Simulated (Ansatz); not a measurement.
# C₂H₆ClFSSi₂: up Jacob's ladder to CCSD(T)

An exercise on one series of results from a longer session: the logs are not shown, and one member is left open.

Program: Ansatz 0.2.0, Gaussian basis. Level of theory: functionals in def2-TZVPP, the program's frozen cores in correlated methods. These are calculated values, not measurements.

Plan: PBE-D4, r2SCAN-D4, PBE0-D4, B3LYP-D4, ωB97X-V, ωB97M-V, B2PLYP; CCSD(T)/def2-TZVPP; MP2/def2-QZVPP; extrapolation to the limit.

## The relaxed structure

All runs share one geometry, relaxed beforehand with PBE0-D4 in a triple-zeta def2 set.

SMILES `C=C[SiH](F)S[SiH2]Cl`, 13 atoms, charge 0, spin multiplicity 1.

Atoms are counted from 1 here; the program's logs count them from 0.

Bond lengths: C1–C2 1.331 Å, C1–H8 1.086 Å, C1–H9 1.086 Å, C2–Si3 1.842 Å, C2–H10 1.088 Å, Si3–F4 1.599 Å, Si3–S5 2.132 Å, Si3–H11 1.479 Å, S5–Si6 2.126 Å, Si6–Cl7 2.054 Å, Si6–H12 1.478 Å, Si6–H13 1.478 Å. Angles: C2–C1–H8 121.6°, C2–C1–H9 121.9°, H8–C1–H9 116.4°, C1–C2–Si3 122.2°, C1–C2–H10 119.1°, Si3–C2–H10 118.6°, C2–Si3–F4 107.4°, C2–Si3–S5 112.3°, C2–Si3–H11 114.3°, F4–Si3–S5 110.1°, F4–Si3–H11 107.9°, S5–Si3–H11 104.8°, Si3–S5–Si6 99.6°, S5–Si6–Cl7 112.1°, S5–Si6–H12 111.2°, S5–Si6–H13 106.4°, Cl7–Si6–H12 107.7°, Cl7–Si6–H13 107.4° and more.

The first run:

in.yaml

```yaml
crystal:
  periodic: [false, false, false]
  atoms:
    - {symbol: C, position_ang: [0.892564, -1.027403, -1.576255]}
    - {symbol: C, position_ang: [1.195688, -0.092026, -0.679406]}
    - {symbol: Si, position_ang: [1.003351, -0.367780, 1.131620]}
    - {symbol: F, position_ang: [0.458726, -1.857333, 1.333731]}
    - {symbol: S, position_ang: [-0.337754, 1.029592, 2.023276]}
    - {symbol: Si, position_ang: [-1.880433, 1.022880, 0.560627]}
    - {symbol: Cl, position_ang: [-1.518400, 2.363924, -0.952280]}
    - {symbol: H, position_ang: [0.524026, -2.004177, -1.278156]}
    - {symbol: H, position_ang: [0.997440, -0.855148, -2.643387]}
    - {symbol: H, position_ang: [1.551840, 0.876306, -1.024518]}
    - {symbol: H, position_ang: [2.256896, -0.234202, 1.905224]}
    - {symbol: H, position_ang: [-2.031864, -0.313288, -0.051545]}
    - {symbol: H, position_ang: [-3.112090, 1.458664, 1.251081]}
basis:
  gaussian: {orbitals: def2-TZVPP}
hamiltonian: {xc: pbe, dispersion: d4}
output: {forces: true, orbitals: {seedname: orbitals}}
```

On the command line:

```
> ansatz run in.yaml --threads 2 --pin off --events-out ev --progress --plain --max-ram 22528MiB --backend cuda --devices 0, --max-vram 18GiB
```

Steps of the session up to this table: PBE-D4 (GGA); r2SCAN-D4 (meta-GGA); PBE0-D4 (hybrid); B3LYP-D4 (hybrid); ωB97X-V (range-separated); ωB97M-V (range-separated); B2PLYP (double hybrid); CCSD(T) in def2-TZVPP; MP2 in def2-QZVPP.

One of the session's tables, all rows but one given; the rest of the session is left out.

It belongs to the step «Atomisation energies». 

```
            method  atomisation energy (kcal/mol)
            PBE-D4                              ?
         r2SCAN-D4                         1165.3
           PBE0-D4                         1159.5
          B3LYP-D4                         1154.5
           ωB97X-V                         1165.8
           ωB97M-V                         1165.4
            B2PLYP                         1142.1
     HF/def2-TZVPP                          866.4
    MP2/def2-TZVPP                         1151.8
   CCSD/def2-TZVPP                         1109.2
CCSD(T)/def2-TZVPP                         1127.8
           MP2/CBS                         1186.3
       CCSD(T)/CBS                         1162.2
```

**Question.** Estimate the row for PBE-D4.

**Answer.** atomisation energy (kcal/mol): 1174.6. In the column «atomisation energy (kcal/mol)» it lies between ωB97X-V (1165.8) and MP2/CBS (1186.3).

To keep in mind: Free atoms (2 C, 2 Si, 1 F, 1 S, 1 Cl, 6 H) were run apart at each level; the atomisation energy is their sum less the molecule, without zero-point or spin-orbit terms.
